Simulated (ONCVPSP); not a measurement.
# Nickel: generating and testing an ONCV potential

Aim: build the potential from the settings below, then test how well it stands in for the atom: other configurations, scattering, ghost states and the plane-wave cutoff that it needs.

The numbers are computed with ONCVPSP 4.0.1 (PBEsol, scalar-relativistic, spin-unpolarised reference atom).

## Step 1: The design

Typed settings, in words:

* element: nickel (Ni, Z = 28)
* type: optimised norm-conserving Vanderbilt (ONCV)
* frozen core: [Ne] 3s2
* valence charge: 16
* reference configuration: 3p6 3d8 4s1 (charge +1)
* partial waves: 4s: rc 1.85 bohr, ncon 3, nbas 7, qcut 2.7 1/bohr, 3 projectors, debl 3.5 Ha; 3p: rc 1.05 bohr, ncon 4, nbas 8, qcut 15.3 1/bohr, 2 projectors, debl 0.7 Ha; 3d: rc 1.20 bohr, ncon 4, nbas 8, qcut 10.8 1/bohr, 2 projectors, debl 1.8 Ha
* local potential: polynomial inside 0.80 bohr (lpopt 5, dvloc0 0 Ha)
* core correction: not asked for

An earlier all-electron run gives the scale for the radii.

All-electron outer shells of the reference configuration (PBEsol, scalar-relativistic, ld1.x):

| shell | level (eV) | outermost node (bohr) | outermost maximum (bohr) |
| --- | --- | --- | --- |
| 3s | -119.89 | 0.30 | 0.64 |
| 3p | -80.38 | 0.27 | 0.65 |
| 3d | -17.95 | – | 0.63 |
| 4s | -13.18 | 0.92 | 2.13 |
| 4p | -7.53 | 1.00 | 2.67 |

## Step 2: Generating the potential

Ni.dat

```
# ATOM AND REFERENCE CONFIGURATION
# atsym  z   nc   nv     iexc    psfile
  Ni 28.00    4    3  -116133      upf
#
#   n    l    f
    1    0    2.00
    2    0    2.00
    2    1    6.00
    3    0    2.00
    3    1    6.00
    3    2    8.00
    4    0    1.00
#
# PSEUDOPOTENTIAL AND OPTIMIZATION
# lmax
    2
#
#   l,   rc,      ep,       ncon, nbas, qcut
    0    1.85    0.00    3    7    2.70
    1    1.05    0.00    4    8   15.30
    2    1.20    0.00    4    8   10.80
#
# LOCAL POTENTIAL
# lloc, lpopt,  rc(5),   dvloc0
    4    5    0.80    0.00
#
# VANDERBILT-KLEINMAN-BYLANDER PROJECTORs
# l, nproj, debl
    0    3    3.50
    1    2    0.70
    2    2    1.80
#
# MODEL CORE CHARGE
# icmod, fcfact, rcfact
    0    0.00    0.00
#
# LOG DERIVATIVE ANALYSIS
# epsh1, epsh2, depsh
   -4.00    5.00    0.02
#
# OUTPUT GRID
# rlmax, drl
    6.00    0.01
#
# TEST CONFIGURATIONS
# ncnf
    4
# nvcnf
#   n    l    f
    3
    3    1    6.00
    3    2    8.00
    4    0    2.00
#
    3
    3    1    6.00
    3    2    8.00
    4    0    0.00
#
    3
    3    1    6.00
    3    2    7.00
    4    0    0.00
#
    3
    3    1    6.00
    3    2    8.00
    4    0    1.50
#
```

On the command line:

```sh
$ oncvpsp.x < Ni.dat > Ni.out
```

What does the calculation give? Wanted: cutoffs for 1 and 0.1 mHa per electron, occupied waves; bound ghosts; GHOST(+) flags; largest test error; largest phase difference near zero energy, channels read; projector energies reset by the program.

As calculated:

```
                                                quantity                     value
  cutoffs for 1 and 0.1 mHa per electron, occupied waves          56 Ha and 143 Ha
                                            bound ghosts                none found
                                          GHOST(+) flags    s at 33 eV, s at 35 eV
                            largest test error (AE − PS)  +52 meV, for 3p6 3d7 4s0
largest phase difference near zero energy, channels read                 0.001 rad
                 projector energies reset by the program       p: -2.954, 0.250 Ha
```

**Reading.** The worst unpolarised test, 3p6 3d7 4s0, is off by 52 meV on 54.7 eV; by total energies transferability rates as fair. That test lies far up in energy; among those under 40 eV, nearer to bonding, the largest error is 7.8 meV. It counts as hard, with 56 Ha needed at the looser tolerance. The tighter tolerance needs 143 Ha, and converged work needs a cutoff nearer that. At the looser tolerance the 3d wave is the slowest; 3p needs 40 Ha. No bound ghost shows below the valence levels. Near zero energy the phases of the channels with partial waves agree within 0.001 rad. The program also flags highly localised states, GHOST(+) (s). These are tests on the free atom; a crystal test is still owed.
